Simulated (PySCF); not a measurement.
# C₈H₁₁F− (doublet): open-shell or spin-flip excitations

What do calculations give for the open-shell or spin-flip excitations of C₈H₁₁F− (doublet) (`C=C/C=C/C=C\CCF`)?

Computed with PySCF 2.14.0 and routines of our own; the level stands in each step. Atoms count from 0.

### 1 The system as given

20 atoms, charge -1, multiplicity 2; geometry from: GFN2-xTB.

### 2 Open-shell or spin-flip excitations: unrestricted TDA PBE0/def2-SVP in dimethylsulfoxide

Job settings and geometry (Å):

```
{"job": {"kind": "uabs", "xc": "PBE0", "basis": "def2-SVP", "nstates": 10, "tda": true, "solvent": "dimethylsulfoxide", "pol": false}, "charge": -1, "multiplicity": 2}
C      4.213692    -0.490448    -0.279400
C      2.862784    -0.547825    -0.468067
C      1.921569     0.387639    -0.026692
C      0.546453     0.297494    -0.242480
C     -0.384202     1.236412     0.202378
C     -1.747850     1.244862     0.015358
C     -2.514778     0.165006    -0.684773
C     -2.813781    -0.983764     0.276876
F     -3.613182    -1.969013    -0.302663
H      4.876477    -1.256153    -0.653071
H      4.674829     0.329127     0.250285
H      2.472315    -1.403195    -1.017426
H      2.292527     1.246220     0.527004
H      0.189360    -0.562881    -0.799809
H      0.024907     2.080375     0.755050
H     -2.341332     2.025080     0.475427
H     -1.944421    -0.231657    -1.529093
H     -3.466131     0.551726    -1.067517
H     -3.363962    -0.632060     1.156202
H     -1.890422    -1.476266     0.589980
```

With the program's defaults for keys left out, this is: unrestricted TDA PBE0/def2-SVP, vertical, IEF-PCM dimethylsulfoxide (non-equilibrium linear response), core orbitals frozen in the response.

Run with:

```
> OMP_NUM_THREADS=1 python excited_run.py task.json out
```

This one command runs all jobs of the session in turn.

Standard output:

```text
coarse grid: 16600 points
cycle   1  E = -410.3813058832  dE =  8.845e-01  |g| = 4.705e-01  |ddm| = 3.364e+00
cycle   2  E = -410.3789250671  dE =  2.381e-03  |g| = 5.177e-01  |ddm| = 1.160e+00
cycle   3  E = -410.4930049501  dE = -1.141e-01  |g| = 6.074e-02  |ddm| = 5.964e-01
cycle   4  E = -410.4944497182  dE = -1.445e-03  |g| = 2.348e-02  |ddm| = 8.071e-02
cycle   5  E = -410.4947691252  dE = -3.194e-04  |g| = 7.141e-03  |ddm| = 3.322e-02
cycle   6  E = -410.4948138715  dE = -4.475e-05  |g| = 4.077e-03  |ddm| = 1.364e-02
cycle   7  E = -410.4948401045  dE = -2.623e-05  |g| = 1.849e-03  |ddm| = 1.033e-02
cycle   8  E = -410.4948472308  dE = -7.126e-06  |g| = 8.176e-04  |ddm| = 7.830e-03
final grid: 160360 points
cycle   9  E = -410.5570449178  dE = -4.647e-05  |g| = 6.379e-03  |ddm| = 3.575e-02
cycle  10  E = -410.5570419447  dE =  2.973e-06  |g| = 7.230e-03  |ddm| = 1.413e-02
cycle  11  E = -410.5570661982  dE = -2.425e-05  |g| = 9.357e-04  |ddm| = 7.289e-03
cycle  12  E = -410.5570665320  dE = -3.339e-07  |g| = 1.299e-04  |ddm| = 1.103e-03
cycle  13  E = -410.5570665448  dE = -1.280e-08  |g| = 8.563e-05  |ddm| = 2.717e-04
cycle  14  E = -410.5570665507  dE = -5.859e-09  |g| = 3.676e-05  |ddm| = 1.464e-04
cycle  15  E = -410.5570665533  dE = -2.597e-09  |g| = 1.443e-05  |ddm| = 1.043e-04
cycle  16  E = -410.5570665539  dE = -5.740e-10  |g| = 7.847e-06  |ddm| = 6.843e-05
converged SCF energy = -410.5570665539

<S^2> of the reference = 0.7743 (exact 0.7500)

Excitations
state   eV       nm        f      <S^2>   main configurations
  1   2.6750    463.5   0.01181   0.773   Hb->Lb 0.53, Ha->La 0.46
  2   3.7131    333.9   1.10940   0.823   Ha->La 0.43, Hb->Lb 0.33, Ha->L+1a 0.18
  3   3.8307    323.7   0.26535   0.800   Ha->L+1a 0.70, Ha->L+2a 0.15
  4   3.9967    310.2   0.08577   0.931   Ha->L+2a 0.63, Ha->L+3a 0.11
  5   4.2275    293.3   0.07215   1.063   Ha->L+3a 0.43, Ha->L+2a 0.19
  6   4.6313    267.7   0.00026   0.806   Ha->L+4a 0.94
  7   4.7593    260.5   0.00418   0.932   Ha->L+5a 0.52, Ha->L+3a 0.23, Ha->L+6a 0.10
  8   4.9067    252.7   0.00282   1.406   Ha->L+6a 0.35, H-1a->La 0.18, Ha->L+3a 0.17, Hb->L+1b 0.10
  9   5.0353    246.2   0.00722   1.133   Ha->L+6a 0.48, Ha->L+5a 0.27, H-1a->La 0.11
 10   5.2741    235.1   0.00031   0.793   Ha->L+7a 0.93
```

Run time: 55 s. Hardware: 1 thread of Arm Neoverse V2, shared host; peak memory 0.98 GiB.

Key values:

```csv
quantity,value
⟨S²⟩,0.774
```

Löwdin spin populations:

C0 0.34; C1 -0.02; C2 0.18; C3 0.16; C4 -0.02; C5 0.32; C6 0.00; C7 0.02; F8 0.00; H9 0.00; H10 0.00; H11 0.00; H12 0.00; H13 0.00; H14 0.00; H15 0.00; H16 0.01; H17 0.00; H18 0.00; H19 0.00

### 3 Open-shell or spin-flip excitations: unrestricted TDDFT LC-wPBE/def2-SVP

Settings changed since step 2:

```diff
@@ -1,2 +1,2 @@
-{"job": {"kind": "uabs", "xc": "PBE0", "basis": "def2-SVP", "nstates": 10, "tda": true, "solvent": "dimethylsulfoxide", "pol": false}, "charge": -1, "multiplicity": 2}
+{"job": {"kind": "uabs", "xc": "LC-wPBE", "basis": "def2-SVP", "nstates": 6, "tda": false, "grid": 3}, "charge": -1, "multiplicity": 2}
 C      4.213692    -0.490448    -0.279400
```

Level: unrestricted TDDFT LC-wPBE/def2-SVP, vertical, gas phase, core orbitals frozen in the response.

Standard output:

```text
coarse grid: 16600 points
cycle   1  E = -410.5028041324  dE =  1.438e+00  |g| = 4.476e-01  |ddm| = 3.337e+00
cycle   2  E = -410.5510736308  dE = -4.827e-02  |g| = 3.940e-01  |ddm| = 8.318e-01
cycle   3  E = -410.6043657032  dE = -5.329e-02  |g| = 5.550e-02  |ddm| = 3.669e-01
cycle   4  E = -410.6064042305  dE = -2.039e-03  |g| = 2.421e-02  |ddm| = 9.139e-02
cycle   5  E = -410.6070928781  dE = -6.886e-04  |g| = 8.743e-03  |ddm| = 4.884e-02
cycle   6  E = -410.6073402935  dE = -2.474e-04  |g| = 5.549e-03  |ddm| = 2.979e-02
cycle   7  E = -410.6074582849  dE = -1.180e-04  |g| = 3.240e-03  |ddm| = 2.421e-02
cycle   8  E = -410.6074927360  dE = -3.445e-05  |g| = 1.409e-03  |ddm| = 1.408e-02
cycle   9  E = -410.6075018667  dE = -9.131e-06  |g| = 6.951e-04  |ddm| = 7.715e-03
final grid: 235096 points
cycle  10  E = -410.6842726591  dE = -3.969e-05  |g| = 6.704e-03  |ddm| = 2.022e-02
cycle  11  E = -410.6842738310  dE = -1.172e-06  |g| = 6.838e-03  |ddm| = 1.130e-02
cycle  12  E = -410.6842891927  dE = -1.536e-05  |g| = 3.971e-04  |ddm| = 5.209e-03
cycle  13  E = -410.6842893902  dE = -1.974e-07  |g| = 2.077e-04  |ddm| = 8.382e-04
cycle  14  E = -410.6842894940  dE = -1.038e-07  |g| = 1.212e-04  |ddm| = 6.062e-04
cycle  15  E = -410.6842895750  dE = -8.106e-08  |g| = 8.922e-05  |ddm| = 6.115e-04
cycle  16  E = -410.6842896117  dE = -3.664e-08  |g| = 3.784e-05  |ddm| = 5.930e-04
cycle  17  E = -410.6842896201  dE = -8.484e-09  |g| = 1.746e-05  |ddm| = 2.881e-04
cycle  18  E = -410.6842896217  dE = -1.578e-09  |g| = 9.736e-06  |ddm| = 1.191e-04
cycle  19  E = -410.6842896221  dE = -3.927e-10  |g| = 4.575e-06  |ddm| = 5.783e-05
converged SCF energy = -410.6842896221

Static polarisability (au): isotropic 136.579, principal 54.750 85.056 269.932

<S^2> of the reference = 0.8271 (exact 0.7500)

Excitations
state   eV       nm        f      <S^2>   main configurations
  1   2.7960    443.4   0.04205   0.850   Hb->Lb 0.60, Ha->La 0.28
  2   3.5954    344.8   1.03300   0.954   Ha->La 0.49, Hb->Lb 0.31, Ha->L+1a 0.09
  3   4.1776    296.8   0.00006   1.576   Ha->L+7a 0.20, H-1b->Lb 0.16, H-1a->La 0.16, Hb->L+3b 0.14
  4   4.3768    283.3   0.00339   0.896   Ha->L+2a 0.84
  5   4.6982    263.9   0.01371   1.020   Ha->L+1a 0.57, Ha->La 0.12
  6   5.2377    236.7   0.00053   0.970   Ha->L+4a 0.69, Ha->L+5a 0.12, H-1a->L+4a 0.10
```

Wall time 1.8 min (1 thread of Arm Neoverse V2, shared host); peak memory 0.76 GiB.

From this job:

```csv
quantity,value
⟨S²⟩,0.827
```

### 4 Results

```
                                                                                                           quantity                        value
lowest and brightest state of nearly pure spin, of 10 (step 2, unrestricted TDA PBE0/def2-SVP in dimethylsulfoxide)  2.67 eV; 3.71 eV, f = 1.109
                 lowest and brightest state of nearly pure spin, of 6 (step 3, unrestricted TDDFT LC-wPBE/def2-SVP)  2.80 eV; 3.60 eV, f = 1.033
```

States whose ⟨S²⟩ lies well above the reference's are mixtures of spin states, an artefact of the unrestricted response, and are left out of the summary. For an anion in the gas phase, states above the energy of detachment are held by the basis alone, so excitations and responses hang on it. The lowest state of nearly pure spin runs from 2.67 to 2.80 eV over the runs.
